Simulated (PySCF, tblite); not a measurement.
# C2H10O2Si2, a small molecule taken as a stand-in for a surface group (C site with back bonds O[SiH3], O[SiH3], C): NMR shifts, core binding energies and electronic excitations

Aim: the NMR shifts, core binding energies and electronic excitations of `CC(O[SiH3])O[SiH3]`.

Computed with tblite 0.8.0 and PySCF 2.14.0; each step states its level. No surroundings beyond the atoms listed, unless a continuum is named. Atoms count from 0, parts from 1.

## Step 1: Starting point

16 atoms, charge 0, multiplicity 1; geometry: distance geometry start.

## Step 2: Relaxing the cluster with GFN2-xTB

Job settings and geometry (Å):

```
{"job": {"kind": "relax", "xc": "GFN2-xTB", "basis": "xTB"}, "charge": 0, "multiplicity": 1}
C     -0.473514    -0.336132    -0.104242
O     -1.807096    -0.745916    -0.227024
Si    -2.692548    -1.596757     1.052172
O      0.306688    -1.129155    -0.983042
Si     1.631079    -2.183896    -0.405473
C     -0.358653     1.063579    -0.486503
H     -0.149757    -0.455758     0.861603
H     -3.108234    -2.850661     0.587026
H     -3.837044    -0.806408     1.430078
H     -1.875884    -1.756254     2.186817
H      2.383484    -2.583577    -1.536440
H      2.485766    -1.467788     0.471522
H      1.077415    -3.301781     0.281369
H     -0.291803     1.132183    -1.544951
H     -1.196646     1.592046    -0.174644
H      0.476555     1.477204    -0.096069
```

With the program's defaults for keys left out, this is: GFN2-xTB geometry optimisation, gas phase.

Run with:

```sh
> OMP_NUM_THREADS=1 python cluster_run.py task.json out
```

This one command runs all jobs of the session in turn.

**Question.** The jobs that follow are: PBE0-D3(BJ)/def2-SVP geometry optimisation, gas phase; GIAO PBE0/pcSseg-1 NMR shielding, non-relativistic, gas phase; delta-SCF UKS SCAN, pcX-2 on the ionised atom, pcseg-1 elsewhere, spin-free X2C; TDDFT CAM-B3LYP/def2-SVPD, vertical, gas phase, core orbitals frozen in the response. Predict: point group; rotational constants (main isotopes); 13C shifts against TMS (PBE0/pcSseg-1); 1H shifts against TMS (PBE0/pcSseg-1); 17O shifts against H2O (PBE0/pcSseg-1); 29Si shifts against TMS (PBE0/pcSseg-1); potential on the surface of density 0.002 e/bohr³, 1st and 99th percentile; C1s binding energies, SCAN/pcX-2; O1s binding energies, SCAN/pcX-2; Si2p binding energies, SCAN/pcX-2 (standing for 1 of 2 atoms); lowest singlet (CAM-B3LYP/def2-SVPD); brightest single state of those computed; lowest triplet; vertical ionisation energy (ΔSCF).

As calculated:

| quantity | value |
| --- | --- |
| point group | C1 |
| rotational constants (main isotopes) | 3.05, 1.61, 1.18 GHz |
| 13C shifts against TMS (PBE0/pcSseg-1) | 96.2, 25.9 ppm |
| 1H shifts against TMS (PBE0/pcSseg-1) | 5.22, 5.04, 4.84, 4.79, 4.77, 4.69, 4.66, 1.52, 1.39, 1.29 ppm |
| 17O shifts against H2O (PBE0/pcSseg-1) | 80.5, 74.8 ppm |
| 29Si shifts against TMS (PBE0/pcSseg-1) | -33.3, -43.7 ppm |
| potential on the surface of density 0.002 e/bohr³, 1st and 99th percentile | -1.14 V and 1.27 V |
| C1s binding energies, SCAN/pcX-2 | C0 293.89, C5 290.86 eV |
| O1s binding energies, SCAN/pcX-2 | O1 538.07, O3 538.03 eV |
| Si2p binding energies, SCAN/pcX-2 (standing for 1 of 2 atoms) | Si2 107.70 eV |
| lowest singlet (CAM-B3LYP/def2-SVPD) | 7.51 eV (165 nm), f = 0.007 |
| brightest single state of those computed | state 5, 8.29 eV, f = 0.057 |
| lowest triplet | 7.19 eV |
| vertical ionisation energy (ΔSCF) | 10.43 eV |

What this shows: The start of the PBE0/def2-SVP relaxation was shaken at random by about 0.01 Å, so part of the energy gained, and of the first lengths quoted, undoes that. Relaxing lowered the energy by 0.335 eV in 12 steps; the close pair that moved most is O3–Si4, from 1.617 to 1.677 Å (PBE0/def2-SVP). No frequency check was run at this level, so the end point may be a saddle. Hydrogens of an XH3 group are listed apart at this fixed geometry; free rotation makes them one line at their mean. At SCAN/pcX-2: The C1s levels kept as sound span 3.03 eV, from C5 (carbon bonded to C, 3 H) up to C0 (carbon bonded to C, 2 O, H). At SCAN/pcX-2: the O1s levels computed lie within 0.05 eV of one another, too close to rank. The lowest singlet, at 7.51 eV, is HOMO→LUMO 0.67 and is weak; of the 6 states computed, the strongest absorption comes from state 5 at 8.29 eV (the last state computed absorbs too, and its partners may lie past the list). The lowest triplet lies 0.33 eV below the lowest singlet (triplets in Tamm-Dancoff, singlets in full TDDFT). The orbital energy would give 9.72 eV for ionisation, ΔSCF gives 10.43 eV. A capped cluster stands for the solid here, so long-range fields and strain are missing, and bands or shifts of the capping hydrogens have no counterpart in it.
